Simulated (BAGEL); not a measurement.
**triplet C2H5FSi at 4 levels**

Wanted: a comparison of 4 runs (UHF/STO-3G, UHF/3-21G, ROHF/6-31G*, UHF/6-31G*) of triplet C2H5FSi. 

Program for the calculation: BAGEL 1.2.2.

**1. Starting point**

C2H5FSi has 9 atoms, charge 0, and is taken as a triplet. As SMILES of the parent species, `CC[Si]F`. The shape is that of a PBE0-D4/def2-TZVP optimisation. This is one conformer, not always the lowest. That shape belongs to the parent species and isn't relaxed for this state.

Bond lengths: C1–C2 1.523 Å, C2–Si3 1.891 Å, Si3–F4 1.621 Å, C1–H5 1.091 Å, C1–H6 1.093 Å, C1–H7 1.093 Å, C2–H8 1.106 Å, C2–H9 1.099 Å. Some angles: C1–C2–Si3 119.6°, C2–Si3–F4 100.1°, C1–C2–H8 110.7°, C1–C2–H9 112.0°, Si3–C2–H8 102.3°, Si3–C2–H9 107.2°, C2–C1–H5 111.2°, C2–C1–H6 111.9°, C2–C1–H7 111.2°, H8–C2–H9 103.6°.

**2. The energy at UHF/STO-3G (density fitting with qzvpp-jkfit) (run 1)**

calc.json reads:

```json
{ "bagel": [

{
  "title": "molecule",
  "basis": "sto-3g",
  "df_basis": "qzvpp-jkfit",
  "angstrom": true,
  "geometry": [
    { "atom": "C", "xyz": [      -0.384800,       0.808200,      -0.298200 ] },
    { "atom": "C", "xyz": [       0.090700,      -0.249100,       0.690200 ] },
    { "atom": "Si", "xyz": [       1.193500,      -1.662100,       0.086400 ] },
    { "atom": "F", "xyz": [       0.886100,      -1.602100,      -1.503600 ] },
    { "atom": "H", "xyz": [      -0.878900,       0.351500,      -1.157400 ] },
    { "atom": "H", "xyz": [      -1.087300,       1.508200,       0.161100 ] },
    { "atom": "H", "xyz": [       0.453300,       1.392500,      -0.685300 ] },
    { "atom": "H", "xyz": [      -0.769100,      -0.791300,       1.126000 ] },
    { "atom": "H", "xyz": [       0.585000,       0.197700,       1.563800 ] }
  ]
},

{
  "title": "uhf",
  "nopen": 2
},

{
  "title": "print",
  "file": "orbitals.molden",
  "orbitals": true
}

]}
```

The run is started by

```bash
$ BAGEL_NUM_THREADS=1 BAGEL calc.json > calc.out
```

The log of the run:

```text
* using 1 threads per process

  ===============================================================
  ===============================================================

  *** Geometry ***

  { "atom" : "C", "xyz" : [     -0.727167,      1.527277,     -0.563516 ] },
  { "atom" : "C", "xyz" : [      0.171398,     -0.470731,      1.304289 ] },
  { "atom" : "Si", "xyz" : [      2.255388,     -3.140914,      0.163272 ] },
  { "atom" : "F", "xyz" : [      1.674486,     -3.027530,     -2.841392 ] },
  { "atom" : "H", "xyz" : [     -1.660880,      0.664239,     -2.187169 ] },
  { "atom" : "H", "xyz" : [     -2.054699,      2.850085,      0.304435 ] },
  { "atom" : "H", "xyz" : [      0.856613,      2.631444,     -1.295029 ] },
  { "atom" : "H", "xyz" : [     -1.453388,     -1.495340,      2.127832 ] },
  { "atom" : "H", "xyz" : [      1.105490,      0.373599,      2.955154 ] },

  Number of auxiliary basis functions:      445

  Since a DF basis is specified, we compute 2- and 3-index integrals:
    o Being stored without compression. Storage requirement is 0.003 GB

  Number of basis functions:       29
  Number of electrons      :       40

    * METHOD: MOLECULE                             0.15

  *** Open-shell HF ***

  === Nuclear Repulsion ===
   156.5007983419

      * DIIS with orbital gradients will be used.

  === UHF iteration (sto-3g) ===
      0       -461.18847003          0.02404579           0.04
      1       -461.25893214          0.00795308           0.04
      2       -461.26823946          0.00315415           0.04
      3       -461.27073626          0.00193692           0.04
      4       -461.27258184          0.00067234           0.04
      5       -461.27293177          0.00030248           0.04
      6       -461.27305549          0.00008921           0.04
      7       -461.27307773          0.00004634           0.04
      8       -461.27308694          0.00001455           0.04
      9       -461.27308776          0.00000678           0.04
     10       -461.27308789          0.00000391           0.04
     11       -461.27308791          0.00000148           0.04
     12       -461.27308792          0.00000045           0.04
     13       -461.27308792          0.00000019           0.04
     14       -461.27308792          0.00000010           0.04
     15       -461.27308792          0.00000007           0.04
     16       -461.27308792          0.00000003           0.04
     17       -461.27308792          0.00000001           0.04
     18       -461.27308792          0.00000001           0.04
    * SCF iteration converged.

    * S^2 (UHF) is 2.0029

    * Permanent dipole moment:
           (   -0.382121,     0.372105,    -0.625137) a.u.

    * METHOD: UHF                                  0.76

    * METHOD: PRINT                                0.00

  ===============================================================
```

It took 1.1 s on 1 thread of Arm Neoverse V1, shared host; peak memory 0.083 GiB.

**3. The energy at UHF/3-21G (density fitting with qzvpp-jkfit) (run 2)**

input.json reads:

```json
{ "bagel": [

{
  "title": "molecule",
  "basis": "3-21g",
  "df_basis": "qzvpp-jkfit",
  "angstrom": true,
  "geometry": [
    { "atom": "C", "xyz": [      -0.384800,       0.808200,      -0.298200 ] },
    { "atom": "C", "xyz": [       0.090700,      -0.249100,       0.690200 ] },
    { "atom": "Si", "xyz": [       1.193500,      -1.662100,       0.086400 ] },
    { "atom": "F", "xyz": [       0.886100,      -1.602100,      -1.503600 ] },
    { "atom": "H", "xyz": [      -0.878900,       0.351500,      -1.157400 ] },
    { "atom": "H", "xyz": [      -1.087300,       1.508200,       0.161100 ] },
    { "atom": "H", "xyz": [       0.453300,       1.392500,      -0.685300 ] },
    { "atom": "H", "xyz": [      -0.769100,      -0.791300,       1.126000 ] },
    { "atom": "H", "xyz": [       0.585000,       0.197700,       1.563800 ] }
  ]
},

{
  "title": "uhf",
  "nopen": 2
},

{
  "title": "print",
  "file": "orbitals.molden",
  "orbitals": true
}

]}
```

The run is started by

```bash
$ BAGEL_NUM_THREADS=1 BAGEL input.json > input.out
```

The log of the run:

```text
* using 1 threads per process

  ===============================================================
  ===============================================================

  *** Geometry ***

  { "atom" : "C", "xyz" : [     -0.727167,      1.527277,     -0.563516 ] },
  { "atom" : "C", "xyz" : [      0.171398,     -0.470731,      1.304289 ] },
  { "atom" : "Si", "xyz" : [      2.255388,     -3.140914,      0.163272 ] },
  { "atom" : "F", "xyz" : [      1.674486,     -3.027530,     -2.841392 ] },
  { "atom" : "H", "xyz" : [     -1.660880,      0.664239,     -2.187169 ] },
  { "atom" : "H", "xyz" : [     -2.054699,      2.850085,      0.304435 ] },
  { "atom" : "H", "xyz" : [      0.856613,      2.631444,     -1.295029 ] },
  { "atom" : "H", "xyz" : [     -1.453388,     -1.495340,      2.127832 ] },
  { "atom" : "H", "xyz" : [      1.105490,      0.373599,      2.955154 ] },

  Number of auxiliary basis functions:      445

  Since a DF basis is specified, we compute 2- and 3-index integrals:
    o Being stored without compression. Storage requirement is 0.009 GB

  Number of basis functions:       50
  Number of electrons      :       40

    * METHOD: MOLECULE                             0.15

  *** Open-shell HF ***

  === Nuclear Repulsion ===
   156.5007983419

      * DIIS with orbital gradients will be used.

  === UHF iteration (3-21g) ===
      0       -464.34987623          0.04593749           0.07
      1       -464.45175338          0.02506120           0.07
      2       -464.47552759          0.01443494           0.07
      3       -464.48539086          0.00155942           0.07
      4       -464.48644546          0.00076543           0.07
      5       -464.48675383          0.00048699           0.07
      6       -464.48696046          0.00010944           0.07
      7       -464.48698117          0.00004666           0.07
      8       -464.48698686          0.00002122           0.07
      9       -464.48698834          0.00000846           0.07
     10       -464.48698880          0.00000315           0.06
     11       -464.48698889          0.00000144           0.07
     12       -464.48698891          0.00000077           0.06
     13       -464.48698892          0.00000035           0.06
     14       -464.48698892          0.00000019           0.07
     15       -464.48698892          0.00000013           0.07
     16       -464.48698892          0.00000009           0.06
     17       -464.48698892          0.00000005           0.07
     18       -464.48698892          0.00000002           0.07
     19       -464.48698892          0.00000001           0.06
    * SCF iteration converged.

    * S^2 (UHF) is 2.0038

    * Permanent dipole moment:
           (   -0.079875,    -0.020629,    -0.971476) a.u.

    * METHOD: UHF                                  1.42

    * METHOD: PRINT                                0.01

  ===============================================================
```

It took 1.8 s on 1 thread of Arm Neoverse V1, shared host; peak memory 0.083 GiB.

Run 3 isn't shown in full; the table further down has it.

**4. The energy at UHF/6-31G(d) (density fitting with qzvpp-jkfit, spherical functions) (run 4)**

hf.json reads:

```json
{ "bagel" : [

{
  "title" : "molecule",
  "basis" : "6-31gs.json",
  "df_basis" : "qzvpp-jkfit",
  "angstrom" : true,
  "geometry" : [
    { "atom" : "C", "xyz" : [      -0.384800,       0.808200,      -0.298200 ] },
    { "atom" : "C", "xyz" : [       0.090700,      -0.249100,       0.690200 ] },
    { "atom" : "Si", "xyz" : [       1.193500,      -1.662100,       0.086400 ] },
    { "atom" : "F", "xyz" : [       0.886100,      -1.602100,      -1.503600 ] },
    { "atom" : "H", "xyz" : [      -0.878900,       0.351500,      -1.157400 ] },
    { "atom" : "H", "xyz" : [      -1.087300,       1.508200,       0.161100 ] },
    { "atom" : "H", "xyz" : [       0.453300,       1.392500,      -0.685300 ] },
    { "atom" : "H", "xyz" : [      -0.769100,      -0.791300,       1.126000 ] },
    { "atom" : "H", "xyz" : [       0.585000,       0.197700,       1.563800 ] }
  ]
},

{ "title" : "uhf", "charge" : 0, "nopen" : 2 },

{ "title" : "print", "file" : "orbitals.molden", "orbitals" : true }

]}
```

The basis set 6-31G* is read from a file made from the Basis Set Exchange's data (not shown).

The run is started by

```bash
$ BAGEL_NUM_THREADS=1 BAGEL hf.json > hf.out
```

The log of the run:

```text
* using 1 threads per process

  ===============================================================
  ===============================================================

  *** Geometry ***

  { "atom" : "C", "xyz" : [     -0.727167,      1.527277,     -0.563516 ] },
  { "atom" : "C", "xyz" : [      0.171398,     -0.470731,      1.304289 ] },
  { "atom" : "Si", "xyz" : [      2.255388,     -3.140914,      0.163272 ] },
  { "atom" : "F", "xyz" : [      1.674486,     -3.027530,     -2.841392 ] },
  { "atom" : "H", "xyz" : [     -1.660880,      0.664239,     -2.187169 ] },
  { "atom" : "H", "xyz" : [     -2.054699,      2.850085,      0.304435 ] },
  { "atom" : "H", "xyz" : [      0.856613,      2.631444,     -1.295029 ] },
  { "atom" : "H", "xyz" : [     -1.453388,     -1.495340,      2.127832 ] },
  { "atom" : "H", "xyz" : [      1.105490,      0.373599,      2.955154 ] },

  Number of auxiliary basis functions:      445

  Since a DF basis is specified, we compute 2- and 3-index integrals:
    o Being stored without compression. Storage requirement is 0.017 GB

  Number of basis functions:       70
  Number of electrons      :       40

    * METHOD: MOLECULE                             0.20

  *** Open-shell HF ***

  === Nuclear Repulsion ===
   156.5007983419

      * DIIS with orbital gradients will be used.

  === UHF iteration (6-31gs.json) ===
      0       -466.76097991          0.03966526           0.10
      1       -466.89548130          0.02419435           0.10
      2       -466.93523463          0.01466086           0.10
      3       -466.95659474          0.00151342           0.10
      4       -466.95805154          0.00076802           0.10
      5       -466.95848430          0.00048623           0.10
      6       -466.95880510          0.00012931           0.10
      7       -466.95884274          0.00005449           0.10
      8       -466.95885306          0.00002604           0.10
      9       -466.95885624          0.00001070           0.10
     10       -466.95885696          0.00000416           0.10
     11       -466.95885706          0.00000204           0.10
     12       -466.95885709          0.00000107           0.10
     13       -466.95885710          0.00000059           0.10
     14       -466.95885710          0.00000032           0.10
     15       -466.95885710          0.00000019           0.10
     16       -466.95885710          0.00000014           0.10
     17       -466.95885710          0.00000010           0.10
     18       -466.95885710          0.00000004           0.10
     19       -466.95885710          0.00000002           0.10
     20       -466.95885710          0.00000001           0.10
    * SCF iteration converged.

    * S^2 (UHF) is 2.0057

    * Permanent dipole moment:
           (   -0.014943,    -0.070734,    -0.836808) a.u.

    * METHOD: UHF                                  2.21

    * METHOD: PRINT                                0.01

  ===============================================================
```

Run time: 2.6 s. Hardware: 1 thread of Arm Neoverse V1, shared host; peak memory 0.094 GiB.

**5. All runs side by side**

```
run                                                                level  energy (Eh)  dipole moment (D)   ⟨S²⟩  wall time
  1                        UHF/STO-3G (density fitting with qzvpp-jkfit)  -461.273088               2.09  2.003      1.1 s
  2                         UHF/3-21G (density fitting with qzvpp-jkfit)  -464.486989               2.48  2.004      1.8 s
  3  ROHF/6-31G* (density fitting with qzvpp-jkfit, spherical functions)  -466.956913               2.15  2.000      2.3 s
  4   UHF/6-31G* (density fitting with qzvpp-jkfit, spherical functions)  -466.958857               2.13  2.006      2.6 s
```

**6. Summary of results**

| quantity | value |
| --- | --- |
| run 4: total energy | -466.95886 Eh |
| run 4: dipole moment | 2.13 D |
| run 4: ⟨S²⟩ | 2.006 |

In words: The dipole moment (its size) runs from 2.09 D (UHF/STO-3G) to 2.48 D (UHF/3-21G). In run 1 the basis is minimal, so the values are rough. All runs together took 7.8 s, the longest 2.6 s.
